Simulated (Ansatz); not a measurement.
# AsH₂+ (triplet): B2PLYP, RPA-PBE over a scan of the scale of all distances, cc-pVDZ

How well do these functionals follow the top wave-function level for AsH₂+ (triplet) over a scan of the scale of all distances?

Computed with Ansatz 0.2.0, Gaussian basis. Level: cc-pVDZ, all electrons in the functionals, frozen cores in the correlation of double hybrids and RPA.

Plan: B2PLYP, RPA-PBE, at 0.874; 1.000; 1.099; 1.278; 1.490; 1.764; 2.029; 2.424.

15 further runs of the same task are left out: 9 that didn't finish, 6 set aside as unsound or not needed.

**1. What is computed**

The geometry derives from a PBE0/def2-TZVP stationary point (not a proven minimum). All distances are scaled together. No spin-orbit coupling is included. The filled d shell of As may be among the frozen orbitals whatever the setting's name suggests; the logs give the count.

3 atoms, charge 1, spin multiplicity 3.

Atoms are counted from 1 here; the program's logs count them from 0.

Bond lengths: As1–H2 1.511 Å, As1–H3 1.511 Å. Angles: H2–As1–H3 122.3°.

No dispersion term is added.

The geometry shown and the zero of energy belong to the point 1.000. The yardstick, FCI, and other wave-function levels (R restricted, U unrestricted, valence and pair active spaces) come from earlier runs.

**2. B2PLYP, 0.874**

Input file in.yaml:

```yaml
crystal:
  periodic: [false, false, false]
  atoms:
    - {symbol: As, position_ang: [0.000000, -0.016692, 0.000000]}
    - {symbol: H, position_ang: [0.000000, 0.620362, -1.157186]}
    - {symbol: H, position_ang: [0.000000, 0.620362, 1.157186]}
basis:
  gaussian: {orbitals: cc-pVDZ}
total_charge: 1
magnetization: {spin_polarized: true, initial_magnetization: 2}
hamiltonian: {xc: {name: B2PLYP}}
correlation: {electrons: outside_noble_gas}
```

The run is started by

```sh
ansatz run in.yaml --threads 1 --pin off --events-out ev --progress --plain --max-ram 2393MiB
```

After this run come: B2PLYP, 1.000; B2PLYP, 1.099; B2PLYP, 1.278; B2PLYP, 1.490; B2PLYP, 1.764; B2PLYP, 2.029; B2PLYP, 2.424; RPA-PBE, 0.874; RPA-PBE, 1.000; RPA-PBE, 1.099; RPA-PBE, 1.278; RPA-PBE, 1.490; RPA-PBE, 1.764; RPA-PBE, 2.029; RPA-PBE, 2.424.

Before running them: what should the planned runs give, taken together? Wanted: span of the FCI curve; largest miss, B2PLYP; largest miss, RPA-PBE.

**Answer**, as computed:

```
             quantity                  value
span of the FCI curve         118.2 kcal/mol
 largest miss, B2PLYP  +4.3 kcal/mol (1.490)
largest miss, RPA-PBE  -7.1 kcal/mol (2.424)
```

In words: Of the functionals, B2PLYP keep the smallest largest miss at the points compared (at most 4.3 kcal/mol) and RPA-PBE strays most (7.1 kcal/mol, at 2.424). B2PLYP, RPA-PBE clearly break the spin symmetry at some points (⟨S²⟩ up to 0.99 above the pure value), so energy there is bought with a mixed spin. Functionals and the yardstick converge differently with the basis, so part of each miss in cc-pVDZ is the basis.
